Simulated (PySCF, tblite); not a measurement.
# C₄H₁₃P₃Si: geometry, infrared bands and NMR shifts

Aim: predict the infrared bands and NMR shifts of C₄H₁₃P₃Si (`CC[C@H](C)p1[pH]p1[SiH3]`).

The runs use tblite 0.8.0 and PySCF 2.14.0, with density-fitted response routines of our own; the level of theory stands in each step. All values are computed, except where a source is named. Atoms are numbered from 0 throughout.

## Step 1: The molecule as given

21 atoms, charge 0, multiplicity 1; geometry from: force field or distance geometry start.

Bonds of the start (Å): C0–C1 1.51, C1–C2 1.54, C2–C3 1.55, C2–P4 1.87, P4–P5 2.29, P5–P6 2.28, P6–Si7 2.22, P6–P4 2.28, C0–H8 1.09, C0–H9 1.10, C0–H10 1.10, C1–H11 1.09, C1–H12 1.11, C2–H13 1.09, C3–H14 1.09, C3–H15 1.09, C3–H16 1.09, P5–H17 1.42, Si7–H18 1.48, Si7–H19 1.49, Si7–H20 1.48.

## Step 2: Relaxing the molecule with GFN2-xTB

What the job is given:

```
{"job": {"kind": "relax", "xc": "GFN2-xTB", "basis": "xTB"}, "charge": 0, "multiplicity": 1}
C     -2.891100     0.304800     0.905300
C     -1.712800    -0.388000     0.255700
C     -0.647200     0.583600    -0.298100
C     -1.225600     1.409400    -1.480300
P      0.826900    -0.399600    -0.906800
P      2.377600     1.226500    -0.484500
P      1.953800    -0.383800     1.070300
Si     3.553200    -1.858000     0.613300
H     -3.488900     0.847500     0.167100
H     -2.577700     1.011600     1.681600
H     -3.560000    -0.431500     1.377000
H     -2.077200    -1.066900    -0.520900
H     -1.255300    -1.031500     1.040100
H     -0.368800     1.288400     0.488800
H     -0.469500     2.065100    -1.913400
H     -1.613800     0.754600    -2.254600
H     -2.042900     2.050800    -1.136300
H      3.473900     0.620500    -1.152000
H      4.154000    -1.598100    -0.716100
H      2.978300    -3.230500     0.636200
H      4.604300    -1.757700     1.647900
```

On the command line:

```console
$ OMP_NUM_THREADS=1 python probes_run.py task.json out
```

This one command runs all jobs of the session in turn.

**Question.** This job is followed by: GFN2-xTB harmonic vibrations, gas phase; GIAO PBE0/pcSseg-1 NMR shielding, non-relativistic, gas phase. What will the session give for the following? strongest single infrared mode (GFN2-xTB); zero-point energy (GFN2-xTB); ¹³C shifts against TMS (PBE0/pcSseg-1); ¹H shifts against TMS (PBE0/pcSseg-1, means over atoms taken as alike); ³¹P shifts against H3PO4 (PBE0/pcSseg-1); ²⁹Si shifts against TMS (PBE0/pcSseg-1); surface potential, 1st and 99th percentile.

As calculated:

| quantity | value |
| --- | --- |
| strongest single infrared mode (GFN2-xTB) | 742 cm⁻¹, 395 km/mol |
| zero-point energy (GFN2-xTB) | 98.5 kcal/mol |
| ¹³C shifts against TMS (PBE0/pcSseg-1) | 49.2, 33.7, 19.6, 15.0 ppm |
| ¹H shifts against TMS (PBE0/pcSseg-1, means over atoms taken as alike) | 3.84, 1.82, 1.29, 1.22, 0.96, 0.47, -0.28 ppm |
| ³¹P shifts against H3PO4 (PBE0/pcSseg-1) | -169.9, -281.1, -336.2 ppm |
| ²⁹Si shifts against TMS (PBE0/pcSseg-1) | -56.0 ppm |
| surface potential, 1st and 99th percentile | -0.75 V and 0.89 V |

Over 149 steps the energy fell by 0.294 eV; of the close pairs, P4–P5 changed most, 2.286 to 2.167 Å. All 57 modes are real, so the xTB geometry is a minimum. The strongest single mode, at 742 cm⁻¹, moves mainly H19 and H20. Unscaled tight-binding wavenumbers are off by several per cent, some by more. Its intensities can rank the bands wrongly. At PBE0/pcSseg-1: The widest tensor belongs to P4: span 599 ppm, with a paramagnetic part of -480 ppm. At PBE0/pcSseg-1, counted by nearest atom on the grid, the HOMO lies on P6 45 %; P4 24 %, the LUMO on P5, P6 about 30 % each; P4 20 %.
